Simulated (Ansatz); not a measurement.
**GaH4N: molecular dynamics**

The plan is to follow the molecule's vibrations and see whether its bonds hold. The start is relaxed first. Runs: 40 steps of 2.5 fs under a Langevin thermostat at 200 K; 250 steps of 0.5 fs at constant energy, with velocities drawn for 300 K.

All numbers below are computed with Ansatz 0.2.0 (RKS PBE0/def2-SVP).

### 1 The starting structure

Bond lengths: Ga1–N2 1.930 Å, N2–H3 1.060 Å, N2–H4 1.060 Å, Ga1–H5 1.570 Å, Ga1–H6 1.570 Å. Angles: Ga1–N2–H3 120.0°, Ga1–N2–H4 120.0°, H3–N2–H4 120.0°, N2–Ga1–H5 120.0°, N2–Ga1–H6 120.0°, H5–Ga1–H6 120.0°.

Coordinates:

```xyz
6

Ga    0.0000    0.0000    0.0000
N     0.0000    0.0000    1.9300
H    -0.8770   -0.2713    2.4600
H     0.8770    0.2713    2.4600
H     1.3596    0.0000   -0.7850
H    -1.3596    0.0000   -0.7850
```

### 2 Relaxing the start

The input, input.yaml:

```yaml
crystal:
  periodic: [false, false, false]
  atoms:
    - { symbol: Ga, position_ang: [0.0, 0.0, 0.0] }
    - { symbol: "N", position_ang: [0.0, 0.0, 1.93] }
    - { symbol: H, position_ang: [-0.877, -0.2713, 2.46] }
    - { symbol: H, position_ang: [0.877, 0.2713, 2.46] }
    - { symbol: H, position_ang: [1.3596, 0.0, -0.785] }
    - { symbol: H, position_ang: [-1.3596, 0.0, -0.785] }
basis:
  gaussian: { orbitals: def2-SVP }
hamiltonian:
  xc: pbe0
relax:
  f_tol: 0.02
  max_steps: 40
```

Started as:

```
ansatz run input.yaml --threads 1 --pin off --max-ram 2048MiB --backend cpu --events-out ev --progress --plain --runs-dir out
```

What it wrote, shortened:

```text
Warning: RAYON_NUM_THREADS=1 ignored (pool sized by the plan → 1); use --threads N
[...]
Functional definition: PBE0
[...]
721 factors; integrals over basis functions are off by at most 2.7e-4 eV
[...]
mean field -53916.34448318 eV, -1981.3891139460 hartree, gradient 3.3e-5 eV, S^2 0.000000; 0 other end points of the search recorded, 0 dependent functions left out
[...]
reference -53916.34451042 eV, -1981.3891149469 hartree; 21, 21 occupied and 45, 45 virtual orbitals, 721 factors
relax step   1: F+E_penalty+E_count = -53916.34448318 eV  Δ(F+E_penalty+E_count) = +0.000e0 eV  max|allowed force component| = 1.863e0 eV/Å  Δτ_max = 0.0000 Å  (27 SCF iters, accepted)
[...]
relax step   5: F+E_penalty+E_count = -53916.69470000 eV  Δ(F+E_penalty+E_count) = -1.154e-3 eV  max|allowed force component| = 1.268e-1 eV/Å  Δτ_max = 0.0186 Å  (25 SCF iters, accepted)
[...]
relax step   6: F+E_penalty+E_count = -53916.69663272 eV  Δ(F+E_penalty+E_count) = -1.933e-3 eV  max|allowed force component| = 3.876e-3 eV/Å  Δτ_max = 0.0100 Å  (25 SCF iters, accepted)
721 factors; integrals over basis functions are off by at most 4.3e-4 eV
mean field -53916.69663272 eV, -1981.4020552030 hartree, gradient 5.1e-5 eV, S^2 0.000000; 1 other end points of the search recorded, 0 dependent functions left out
[...]
reference -53916.69665946 eV, -1981.4020561854 hartree; 21, 21 occupied and 45, 45 virtual orbitals, 721 factors
Total energy: -53916.69665946 eV, -1981.4020561854 hartree
Atom 0 at    -0.000000     0.000000     0.018999 Å, force    -0.000000     0.000005     0.003876 eV/Å
Atom 1 at    -0.000001     0.000016     1.829913 Å, force     0.000003    -0.000028     0.001107 eV/Å
Atom 2 at    -0.833697    -0.073844     2.400520 Å, force     0.002216     0.000182    -0.001021 eV/Å
Atom 3 at     0.833698     0.073831     2.400520 Å, force    -0.002218    -0.000161    -0.001022 eV/Å
Atom 4 at     1.390602     0.123203    -0.684976 Å, force     0.001987     0.000162    -0.001470 eV/Å
Atom 5 at    -1.390601    -0.123206    -0.684977 Å, force    -0.001987    -0.000161    -0.001470 eV/Å
Dipole moment:     0.000001    -0.000015     0.265760 e Å
```

It took 10 s on 1 thread of Arm Neoverse V2, shared host; peak memory 0.12 GiB.

Relaxation path:

```tsv
step	energy from step 1 (eV)	largest force component (eV/Å)
1	0.0000	1.8626
2	-0.2908	1.1133
3	-0.3318	0.6778
4	-0.3491	0.3007
5	-0.3502	0.1268
6	-0.3521	0.0039
```

Step 1 is the start.

After: Bond lengths: Ga1–N2 1.811 Å, N2–H3 1.013 Å, N2–H4 1.013 Å, Ga1–H5 1.564 Å, Ga1–H6 1.564 Å. Angles: Ga1–N2–H3 124.3°, Ga1–N2–H4 124.3°, H3–N2–H4 111.4°, N2–Ga1–H5 116.8°, N2–Ga1–H6 116.8°, H5–Ga1–H6 126.5°.

### 3 Run 1

40 steps of 2.5 fs under a Langevin thermostat at 200 K, from the relaxed start.

The input, input.yaml:

```yaml
crystal:
  periodic: [false, false, false]
  atoms:
    - { symbol: Ga, position_ang: [0.0, 0.0, 0.018999] }
    - { symbol: "N", position_ang: [-1.0e-06, 1.6e-05, 1.829913] }
    - { symbol: H, position_ang: [-0.833697, -0.073844, 2.40052] }
    - { symbol: H, position_ang: [0.833698, 0.073831, 2.40052] }
    - { symbol: H, position_ang: [1.390602, 0.123203, -0.684976] }
    - { symbol: H, position_ang: [-1.390601, -0.123206, -0.684977] }
basis:
  gaussian: { orbitals: def2-SVP }
hamiltonian:
  xc: pbe0
md:
  timestep: 2.5
  n_steps: 40
  ensemble: nvt_langevin
  temperature: 200.0
  initial_velocities: maxwell_boltzmann
  seed: 130467
  friction: 0.005
```

Started as:

```
ansatz run input.yaml --threads 1 --pin off --max-ram 2048MiB --backend cpu --events-out ev --progress --plain --runs-dir out
```

What it wrote, shortened:

```text
Warning: RAYON_NUM_THREADS=1 ignored (pool sized by the plan → 1); use --threads N
[...]
[... 1 set-up line as earlier in the session ...]
[...]
720 factors; integrals over basis functions are off by at most 3.2e-4 eV
[...]
mean field -53916.69663439 eV, -1981.4020552642 hartree, gradient 1.8e-5 eV, S^2 0.000000; 0 other end points of the search recorded, 0 dependent functions left out
[...]
reference -53916.69666113 eV, -1981.4020562468 hartree; 21, 21 occupied and 45, 45 virtual orbitals, 720 factors
md step     0: t =     0.00 fs  T =   166.7 K  F+E_penalty+E_count = -53916.69663439 eV  E_kin = 0.129260 eV  (23 SCF iters)
[...]
md step    10: t =    25.00 fs  T =  1794.4 K  F+E_penalty+E_count = -53916.49564068 eV  E_kin = 1.391689 eV  (29 SCF iters)
[...]
md step    20: t =    50.00 fs  T = 199977.5 K  F+E_penalty+E_count = -53903.52622002 eV  E_kin = 155.094550 eV  (73 SCF iters)
[...]
md step    30: t =    75.00 fs  T = 156223.3 K  F+E_penalty+E_count = -53902.81432669 eV  E_kin = 121.160523 eV  (145 SCF iters)
[...]
md step    39: t =    97.50 fs  T = 121279.2 K  F+E_penalty+E_count = -53900.47557610 eV  E_kin = 94.059295 eV  (75 SCF iters)
[...]
md step    40: t =   100.00 fs  T = 120215.7 K  F+E_penalty+E_count = -53901.32301613 eV  E_kin = 93.234486 eV  (348 SCF iters)
Total energy: -53901.32305659 eV, -1980.8370867008 hartree
Atom 0 at     0.282159     0.147646    -0.165973 Å, force     2.547456    -0.625490     0.273639 eV/Å
Atom 1 at     4.853287    -0.897370    -1.253214 Å, force     1.564781     1.015113     4.547241 eV/Å
Atom 2 at   -92.332577     7.284019    68.329480 Å, force     0.000136    -0.000011    -0.000099 eV/Å
Atom 3 at     5.412280    -0.608573     0.118660 Å, force    -1.816218    -0.937146    -4.479886 eV/Å
Atom 4 at    -1.188148     0.356516    -0.203420 Å, force    -0.990283     0.376087    -0.267764 eV/Å
Atom 5 at     1.924029     0.124917    -0.363791 Å, force    -1.305873     0.171447    -0.073130 eV/Å
Dipole moment:    16.577520    -1.046797   -12.582273 e Å
```

Wall time 89 s (1 thread of Arm Neoverse V2, shared host); peak memory 0.13 GiB.

### 4 The trajectory

One step in 3; energies are changes from step 0:

```tsv
time (fs)	T (K)	potential energy change (meV/atom)
0.0	167	0.0
7.5	158	5.9
15.0	222	20.5
22.5	254	303.9
30.0	243551	1376.0
37.5	226084	1499.8
45.0	208448	1709.2
52.5	193004	2537.3
60.0	177161	2822.1
67.5	166722	2533.2
75.0	156223	2313.7
82.5	141902	2631.9
90.0	134512	2244.3
97.5	121279	2703.5
100.0	120216	2562.3
```

time (fs), T (K) and a bar:
```
      0.0        167 
      5.0        107 
      7.5        158 
     12.5         83 
     17.5        262 
     22.5        254 
     25.0       1794 
     30.0     243551 ##############################
     35.0     230971 ############################
     40.0     220335 ###########################
     42.5     214460 ##########################
     47.5     202305 #########################
     52.5     193004 ########################
     57.5     181564 ######################
     60.0     177161 ######################
     65.0     169871 #####################
     70.0     164622 ####################
     75.0     156223 ###################
     77.5     149979 ##################
     82.5     141902 #################
     87.5     137615 #################
     92.5     129486 ################
     95.0     124355 ###############
    100.0     120216 ###############
```

Bonds that form or break, judged by distance (formed within 1.15 times the sum of covalent radii and held on average over 10 fs, broken when stretched by half; pairs already stretched at the start don't count as bonds):

```tsv
time (fs)	bond	event
30.0	N2–H3	breaks
52.5	N2–H4	breaks
55.0	Ga1–N2	breaks
```

Reading of run 1. The temperature runs away to 243551 K: the integration has become unstable, and nothing after that is physical.

### 5 Run 2

250 steps of 0.5 fs at constant energy, with velocities drawn for 300 K, from the relaxed start.

input.yaml: that of step 3 with these lines changed.

```diff
@@ -14,8 +14,7 @@
 md:
-  timestep: 2.5
-  n_steps: 40
-  ensemble: nvt_langevin
-  temperature: 200.0
+  timestep: 0.5
+  n_steps: 250
+  ensemble: nve
+  temperature: 300.0
   initial_velocities: maxwell_boltzmann
-  seed: 130467
-  friction: 0.005
+  seed: 367370
```

Started as:

```
ansatz run input.yaml --threads 1 --pin off --max-ram 2048MiB --backend cpu --events-out ev --progress --plain --runs-dir out
```

What it wrote, shortened:

```text
Warning: RAYON_NUM_THREADS=1 ignored (pool sized by the plan → 1); use --threads N
[...]
[... 1 set-up line as earlier in the session ...]
[...]
720 factors; integrals over basis functions are off by at most 3.2e-4 eV
[...]
mean field -53916.69663439 eV, -1981.4020552642 hartree, gradient 1.8e-5 eV, S^2 0.000000; 0 other end points of the search recorded, 0 dependent functions left out
[...]
reference -53916.69666113 eV, -1981.4020562468 hartree; 21, 21 occupied and 45, 45 virtual orbitals, 720 factors
md step     0: t =     0.00 fs  T =   300.0 K  F+E_penalty+E_count = -53916.69663439 eV  E_kin = 0.155112 eV  conserved = -53916.54152239 eV  (23 SCF iters)
[...]
md step    18: t =     9.00 fs  T =   165.4 K  F+E_penalty+E_count = -53916.62692215 eV  E_kin = 0.085493 eV  conserved = -53916.54142929 eV  (24 SCF iters)
[...]
md step    36: t =    18.00 fs  T =   144.9 K  F+E_penalty+E_count = -53916.61631672 eV  E_kin = 0.074913 eV  conserved = -53916.54140394 eV  (25 SCF iters)
[...]
md step    54: t =    27.00 fs  T =   183.3 K  F+E_penalty+E_count = -53916.63608735 eV  E_kin = 0.094772 eV  conserved = -53916.54131550 eV  (25 SCF iters)
[...]
md step    72: t =    36.00 fs  T =   137.9 K  F+E_penalty+E_count = -53916.61246375 eV  E_kin = 0.071287 eV  conserved = -53916.54117695 eV  (25 SCF iters)
md step    73: t =    36.50 fs  T =   132.0 K  F+E_penalty+E_count = -53916.60941428 eV  E_kin = 0.068231 eV  conserved = -53916.54118311 eV  (25 SCF iters)
md step    74: t =    37.00 fs  T =   123.8 K  F+E_penalty+E_count = -53916.60510638 eV  E_kin = 0.063990 eV  conserved = -53916.54111615 eV  (26 SCF iters)
```

### 6 The output, continued: dynamics from the start

Output, continued, shortened:

```text
md step    75: t =    37.50 fs  T =   115.3 K  F+E_penalty+E_count = -53916.60059591 eV  E_kin = 0.059608 eV  conserved = -53916.54098770 eV  (23 SCF iters)
[...]
md step    99: t =    49.50 fs  T =   204.1 K  F+E_penalty+E_count = -53916.64685516 eV  E_kin = 0.105550 eV  conserved = -53916.54130562 eV  (25 SCF iters)
[...]
md step   123: t =    61.50 fs  T =    98.8 K  F+E_penalty+E_count = -53916.59193756 eV  E_kin = 0.051059 eV  conserved = -53916.54087898 eV  (23 SCF iters)
[...]
md step   147: t =    73.50 fs  T =   163.9 K  F+E_penalty+E_count = -53916.62600848 eV  E_kin = 0.084728 eV  conserved = -53916.54128083 eV  (25 SCF iters)
[...]
md step   170: t =    85.00 fs  T =   158.0 K  F+E_penalty+E_count = -53916.62272744 eV  E_kin = 0.081691 eV  conserved = -53916.54103659 eV  (25 SCF iters)
md step   171: t =    85.50 fs  T =   152.8 K  F+E_penalty+E_count = -53916.62003856 eV  E_kin = 0.079018 eV  conserved = -53916.54102021 eV  (26 SCF iters)
```

### 7 More of the same log: dynamics from the start

Output, continued, shortened:

```text
md step   172: t =    86.00 fs  T =   149.9 K  F+E_penalty+E_count = -53916.61853937 eV  E_kin = 0.077480 eV  conserved = -53916.54105979 eV  (25 SCF iters)
[...]
md step   191: t =    95.50 fs  T =   180.6 K  F+E_penalty+E_count = -53916.63442007 eV  E_kin = 0.093370 eV  conserved = -53916.54104958 eV  (25 SCF iters)
[...]
md step   210: t =   105.00 fs  T =    82.5 K  F+E_penalty+E_count = -53916.58367549 eV  E_kin = 0.042637 eV  conserved = -53916.54103807 eV  (24 SCF iters)
[...]
md step   229: t =   114.50 fs  T =   133.5 K  F+E_penalty+E_count = -53916.61021970 eV  E_kin = 0.069039 eV  conserved = -53916.54118056 eV  (23 SCF iters)
[...]
md step   248: t =   124.00 fs  T =   192.3 K  F+E_penalty+E_count = -53916.64080319 eV  E_kin = 0.099447 eV  conserved = -53916.54135615 eV  (26 SCF iters)
md step   249: t =   124.50 fs  T =   196.4 K  F+E_penalty+E_count = -53916.64293711 eV  E_kin = 0.101570 eV  conserved = -53916.54136727 eV  (25 SCF iters)
[...]
md step   250: t =   125.00 fs  T =   192.6 K  F+E_penalty+E_count = -53916.64086987 eV  E_kin = 0.099579 eV  conserved = -53916.54129058 eV  (25 SCF iters)
Total energy: -53916.64089668 eV, -1981.4000069412 hartree
Atom 0 at     0.001211     0.004616     0.011202 Å, force    -0.266114    -0.324958     0.859978 eV/Å
Atom 1 at     0.003171    -0.024758     1.858241 Å, force    -0.035404     0.248424    -0.364812 eV/Å
Atom 2 at    -0.888893     0.019473     2.358234 Å, force     0.508346    -0.013854    -0.026510 eV/Å
Atom 3 at     0.811267     0.180226     2.455733 Å, force    -0.521185    -0.130540    -0.271655 eV/Å
Atom 4 at     1.403819     0.027667    -0.661627 Å, force     0.007088     0.093795    -0.147288 eV/Å
Atom 5 at    -1.454063    -0.202413    -0.575581 Å, force     0.307270     0.127134    -0.049714 eV/Å
Dipole moment:     0.002400     0.116715     0.194313 e Å
```

Wall time 6.1 min (1 thread of Arm Neoverse V2, shared host); peak memory 0.12 GiB.

### 8 The trajectory

One step in 10; energies are changes from step 0:

```tsv
time (fs)	T (K)	potential energy change (meV/atom)	total energy change (meV/atom)
0.0	300	0.0	0.00
5.0	170	11.2	0.07
10.0	128	14.9	0.05
15.0	75	19.5	0.09
20.0	104	17.0	0.11
25.0	177	10.7	0.08
30.0	118	15.8	0.12
35.0	145	13.5	0.08
40.0	168	11.4	0.06
45.0	170	11.2	0.07
50.0	212	7.6	0.02
55.0	119	15.6	0.06
60.0	142	13.6	0.04
65.0	153	12.7	0.06
70.0	143	13.7	0.09
75.0	166	11.6	0.06
80.0	82	18.9	0.12
85.0	158	12.3	0.08
90.0	166	11.7	0.09
95.0	182	10.3	0.09
100.0	193	9.3	0.05
105.0	82	18.8	0.08
110.0	130	14.7	0.03
115.0	152	12.8	0.04
120.0	187	9.8	0.05
125.0	193	9.3	0.04
```

time (fs), T (K) and a bar:
```
      0.0        300 ##############################
      5.5        160 ###########
     11.0         78 
     16.5        110 ####
     21.5        120 ######
     27.0        183 ##############
     32.5        171 #############
     38.0        110 ####
     43.5        182 ##############
     49.0        190 ###############
     54.5        118 #####
     60.0        142 #########
     65.0        153 ##########
     70.5        127 #######
     76.0        155 ##########
     81.5        117 #####
     87.0        146 #########
     92.5        232 #####################
     98.0        171 #############
    103.5         93 ##
    108.5        111 ####
    114.0        113 #####
    119.5        198 ################
    125.0        193 ###############
```

Maxima of the velocity power spectrum (cm⁻¹, relative height; resolution about 530 cm⁻¹): 600 (100), 2000 (45), 3670 (20).

### 9 Snapshots as a file

Positions (Å) and forces (eV/Å):

```xyz
6
time_fs=15.5 T=82 dE=0.1133
Ga   -0.004    0.005    0.026    0.821   -0.222   -0.916
N     0.004   -0.032    1.814   -0.487    0.408    1.002
H    -0.827    0.205    2.386    0.907   -0.377   -0.364
H     0.890    0.078    2.313   -0.491    0.081    0.015
H     1.410    0.108   -0.714   -0.251    0.012    0.290
H    -1.250   -0.280   -0.832   -0.500    0.099   -0.026
6
time_fs=31.0 T=144 dE=0.0810
Ga   -0.002    0.001    0.011    0.994    0.106    0.993
N     0.001   -0.031    1.858    0.025    0.085   -0.984
H    -0.797    0.105    2.454   -0.415   -0.064    0.115
H     0.837    0.221    2.354    0.445    0.027    0.246
H     1.490    0.140   -0.564   -0.610   -0.090    0.032
H    -1.375   -0.130   -0.637   -0.440   -0.064   -0.402
6
time_fs=47.0 T=157 dE=0.0745
Ga    0.000   -0.002    0.018    1.141    0.238    0.034
N     0.002    0.004    1.833    0.478    0.084   -0.337
H    -0.811   -0.197    2.373   -0.820   -0.071    0.335
H     0.771    0.181    2.461    0.347   -0.065   -0.095
H     1.415    0.101   -0.755   -0.586   -0.036    0.370
H    -1.379    0.003   -0.631   -0.559   -0.150   -0.307
6
time_fs=62.5 T=93 dE=0.1075
Ga    0.002   -0.001    0.027    0.882   -0.029   -1.179
N    -0.007    0.032    1.811    0.197   -0.402    1.133
H    -0.864   -0.264    2.297    0.666    0.268   -0.097
H     0.843   -0.091    2.380   -0.739    0.128   -0.257
H     1.339    0.081   -0.883   -0.437    0.040    0.594
H    -1.359   -0.132   -0.662   -0.569   -0.004   -0.194
6
time_fs=78.0 T=128 dE=0.0894
Ga    0.000   -0.001    0.011    0.840    0.097    0.812
N    -0.002    0.028    1.857   -0.387   -0.129   -0.633
H    -0.841   -0.095    2.426    0.298   -0.027   -0.212
H     0.833   -0.196    2.375    0.224    0.130    0.274
H     1.460    0.195   -0.635   -0.644   -0.131    0.142
H    -1.400   -0.198   -0.585   -0.331    0.060   -0.382
6
time_fs=94.0 T=197 dE=0.0536
Ga   -0.005   -0.003    0.017    1.038    0.334    0.237
N     0.011   -0.005    1.840   -0.318   -0.059   -0.880
H    -0.803   -0.008    2.419   -0.679   -0.075    0.300
H     0.819    0.116    2.412    0.788    0.069    0.253
H     1.463    0.196   -0.613   -0.519   -0.164    0.148
H    -1.321   -0.059   -0.780   -0.310   -0.104   -0.058
6
time_fs=109.5 T=127 dE=0.0899
Ga   -0.001    0.003    0.028    0.082   -0.120   -1.377
N     0.001   -0.035    1.804    0.638    0.542    1.264
H    -0.816   -0.019    2.406    0.002    0.034   -0.092
H     0.814    0.372    2.289   -0.520   -0.497   -0.153
H     1.392    0.015   -0.728   -0.143    0.100    0.237
H    -1.336   -0.071   -0.792   -0.059   -0.059    0.122
6
time_fs=125.0 T=193 dE=0.0558
Ga    0.001    0.005    0.011   -0.266   -0.325    0.860
N     0.003   -0.025    1.858   -0.035    0.248   -0.365
H    -0.889    0.019    2.358    0.508   -0.014   -0.026
H     0.811    0.180    2.456   -0.521   -0.131   -0.272
H     1.404    0.028   -0.662    0.007    0.094   -0.147
H    -1.454   -0.202   -0.576    0.307    0.127   -0.050
```

Reading of run 2. The temperature starts at 300 K and averages 151 K in the second half, where it ranges from 79 to 232 K; a mean near half the start is what vibrations about a minimum give, since they share energy equally between motion and strain. The total energy strays from its start by at most 0.13 meV/atom, 1.0 % of the mean kinetic energy, which is good for a step of 0.5 fs. The bonding pattern survives the run.

### 10 Outcome

| quantity | value |
| --- | --- |
| relaxation of the start | 5 moves, 0.352 eV lower |
| run 1: length | 40 steps of 2.5 fs |
| run 1: temperature, first and last step | 167 and 120216 K |
| run 1: temperature, second half | mean 155930 K, from 120216 to 199978 K |
| run 1: potential energy, second half | +2535 meV/atom from this run's first step |
| run 1: bonds formed or broken | 3 |
| run 2: length | 250 steps of 0.5 fs |
| run 2: temperature, first and last step | 300 and 193 K |
| run 2: temperature, second half | mean 151 K, from 79 to 232 K |
| run 2: potential energy, second half | +13 meV/atom from this run's first step |
| run 2: largest change of the total energy | 0.13 meV/atom |
| run 2: bonds formed or broken | 0 |

What this shows: Mean temperatures of the second halves: none that means anything (unstable run), 151 K. Bonds changed in run 1 (an artefact of the unstable or too long step). 125 fs on 6 atoms is far too short and small for converged averages. The nuclei move classically, without zero-point motion, which matters most for hydrogen.
